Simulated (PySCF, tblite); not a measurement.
**C₅H₁₃FSi: geometry, infrared bands and NMR shifts**

Aim: predict the infrared bands and NMR shifts of C₅H₁₃FSi (`CC(C)[C@H](F)C[SiH3]`).

Computed with tblite 0.8.0 and PySCF 2.14.0, with density-fitted response routines of our own, on a single molecule in the gas phase. Atoms are numbered from 0 throughout.

### 1 The molecule as given

20 atoms, charge 0, multiplicity 1; geometry from: force field or distance geometry start.

Bonds of the start (Å): C0–C1 1.48, C1–C2 1.53, C1–C3 1.51, C3–F4 1.41, C3–C5 1.50, C5–Si6 1.87, C0–H7 1.14, C0–H8 1.12, C0–H9 1.09, C1–H10 1.12, C2–H11 1.09, C2–H12 1.11, C2–H13 1.10, C3–H14 1.09, C5–H15 1.12, C5–H16 1.10, Si6–H17 1.48, Si6–H18 1.49, Si6–H19 1.49.

### 2 Geometry optimisation with GFN2-xTB

What the job is given:

```
{"job": {"kind": "relax", "xc": "GFN2-xTB", "basis": "xTB"}, "charge": 0, "multiplicity": 1}
C     -1.468600     1.058500    -0.132400
C     -0.707500    -0.107900     0.364700
C     -1.581100    -1.118000     1.111500
C      0.111200    -0.805600    -0.699300
F      0.748700    -1.865200    -0.015900
C      1.164900     0.118600    -1.246000
Si     2.313500     0.667000     0.126300
H     -1.223300     1.934400     0.550900
H     -2.568100     0.856100    -0.118000
H     -1.225100     1.384200    -1.146100
H      0.020800     0.229700     1.148800
H     -1.105800    -2.101300     1.181400
H     -2.528900    -1.248800     0.544700
H     -1.841200    -0.770700     2.127100
H     -0.523100    -1.218600    -1.486300
H      1.767000    -0.475700    -1.976500
H      0.694300     0.984200    -1.724900
H      2.032700    -0.051200     1.386800
H      2.206500     2.139800     0.326000
H      3.707900     0.401200    -0.326100
```

Command:

```sh
OMP_NUM_THREADS=1 python probes_run.py task.json out
```

This one command runs all jobs of the session in turn.

**Question.** This job is followed by: GFN2-xTB harmonic vibrations, gas phase; GIAO PBE0/pcSseg-1 NMR shielding, non-relativistic, gas phase. Predict these results of the whole session: strongest single infrared mode (GFN2-xTB); zero-point energy (GFN2-xTB); 13C shifts against TMS (PBE0/pcSseg-1); 1H shifts against TMS (PBE0/pcSseg-1, means over atoms taken as alike); 19F shifts against CFCl3 (PBE0/pcSseg-1); 29Si shifts against TMS (PBE0/pcSseg-1); surface potential, 1st and 99th percentile.

The runs gave:

```
                                                              quantity                                         value
                             strongest single infrared mode (GFN2-xTB)                         2261 cm⁻¹, 324 km/mol
                                          zero-point energy (GFN2-xTB)                                103.3 kcal/mol
                                13C shifts against TMS (PBE0/pcSseg-1)              99.9, 37.1, 21.6, 19.6, 15.9 ppm
1H shifts against TMS (PBE0/pcSseg-1, means over atoms taken as alike)  4.50, 3.89, 1.58, 1.50, 1.14, 1.07, 0.82 ppm
                              19F shifts against CFCl3 (PBE0/pcSseg-1)                                    -202.2 ppm
                               29Si shifts against TMS (PBE0/pcSseg-1)                                     -83.9 ppm
                                 surface potential, 1st and 99th percentile                            -1.10 V and 0.87 V
```

In words: Over 145 steps the energy fell by 0.601 eV; of the close pairs, C0–H7 changed most, 1.138 to 1.087 Å. All 54 modes are real, so the xTB geometry is a minimum. The strongest single mode, at 2261 cm⁻¹, moves mainly H19. GFN2-xTB is a fitted tight-binding method: band positions and strengths are rough. Its intensities can rank the bands wrongly. The most deshielded carbon is C3 (sp3 CH bonded to F), at 99.9 ppm: deshielded by the electronegative neighbour. H14 (hydrogen on an sp3 CH bonded to F) lies farthest downfield among hydrogen, at 4.50 ppm; its carbon carries F, an electronegative neighbour. At PBE0/pcSseg-1: The widest tensor belongs to C3: span 79 ppm, with a paramagnetic part of -159 ppm.
